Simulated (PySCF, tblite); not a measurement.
# C7H10F2O: geometry, infrared bands and NMR shifts

What infrared bands and NMR shifts should C7H10F2O (`CC[C@H]1C[C@@](F)(C(=O)F)C1`) show?

Programs: tblite 0.8.0 and PySCF 2.14.0, with density-fitted response routines of our own. Each step states its level of theory. These are calculated values for one molecule in the gas phase, unless marked as measured. Atoms count from 0, in the outputs and in this text.

### 1 The starting structure

20 atoms, charge 0, multiplicity 1; geometry from: force field or distance geometry start.

Bonds of the start (Å): C0–C1 1.51, C1–C2 1.49, C2–C3 1.53, C3–C4 1.53, C4–F5 1.40, C4–C6 1.46, C6–O7 1.25, C6–F8 1.36, C4–C9 1.53, C9–C2 1.51, C0–H10 1.11, C0–H11 1.13, C0–H12 1.11, C1–H13 1.11, C1–H14 1.12, C2–H15 1.10, C3–H16 1.08, C3–H17 1.13, C9–H18 1.10, C9–H19 1.12.

### 2 Relaxing the molecule with GFN2-xTB

What the job is given:

```
{"job": {"kind": "relax", "xc": "GFN2-xTB", "basis": "xTB"}, "charge": 0, "multiplicity": 1}
C     -2.541700     0.478000     0.000900
C     -1.629700    -0.720300     0.142100
C     -0.360000    -0.380800    -0.557100
C      0.367600     0.867800    -0.044000
C      1.593500     0.157800    -0.615500
F      1.554800     0.218800    -2.013500
C      2.883300     0.445000     0.002800
O      3.505300    -0.515000     0.495400
F      3.466400     1.664200     0.106900
C      0.888300    -1.121400    -0.151900
H     -2.350400     1.261600     0.762800
H     -3.627700     0.151300     0.028300
H     -2.403100     0.901000    -1.020100
H     -2.136900    -1.590700    -0.314900
H     -1.454500    -0.863600     1.236800
H     -0.420000    -0.363300    -1.653000
H      0.102200     1.802600    -0.514300
H      0.458700     0.872100     1.083400
H      1.141000    -2.007400    -0.752800
H      0.957800    -1.247200     0.955600
```

Launch:

```
$ OMP_NUM_THREADS=1 python probes_run.py task.json out
```

The driver reads the jobs from task.json and runs them one after another.

**Question.** This job is followed by: GFN2-xTB harmonic vibrations, gas phase; GIAO PBE0/pcSseg-1 NMR shielding, non-relativistic, gas phase. Predict these results of the whole session: strongest single infrared mode (GFN2-xTB); zero-point energy (GFN2-xTB); 13C shifts against TMS (PBE0/pcSseg-1, means over atoms taken as alike); 1H shifts against TMS (PBE0/pcSseg-1, means over atoms taken as alike); 19F shifts against CFCl3 (PBE0/pcSseg-1); 17O shifts against H2O (PBE0/pcSseg-1); surface potential, 1st and 99th percentile.

As calculated:

| quantity | value |
| --- | --- |
| strongest single infrared mode (GFN2-xTB) | 1845 cm⁻¹, 324 km/mol |
| zero-point energy (GFN2-xTB) | 99.4 kcal/mol |
| 13C shifts against TMS (PBE0/pcSseg-1, means over atoms taken as alike) | 176.7, 91.3, 41.0, 31.4, 28.1, 13.9 ppm |
| 1H shifts against TMS (PBE0/pcSseg-1, means over atoms taken as alike) | 2.87, 2.25, 2.05, 1.75, 0.93 ppm |
| 19F shifts against CFCl3 (PBE0/pcSseg-1) | 46.4, -176.2 ppm |
| 17O shifts against H2O (PBE0/pcSseg-1) | 433.1 ppm |
| surface potential, 1st and 99th percentile | -1.22 V and 1.28 V |

In words: Over 128 steps the energy fell by 1.389 eV; of the close pairs, C6–O7 changed most, 1.245 to 1.182 Å. All 54 modes are real, so the xTB geometry is a minimum. The strongest single mode, at 1845 cm⁻¹, moves mainly C6 and O7. Unscaled tight-binding wavenumbers are off by several per cent, some by more. Its intensities can rank the bands wrongly. At PBE0/pcSseg-1: Shielding is most anisotropic at O7 (span 614 ppm, paramagnetic term -501 ppm). By nearest atom (PBE0/pcSseg-1), the HOMO sits on O7 29 %; C4 11 % and the LUMO on C6 46 %; O7 27 %.
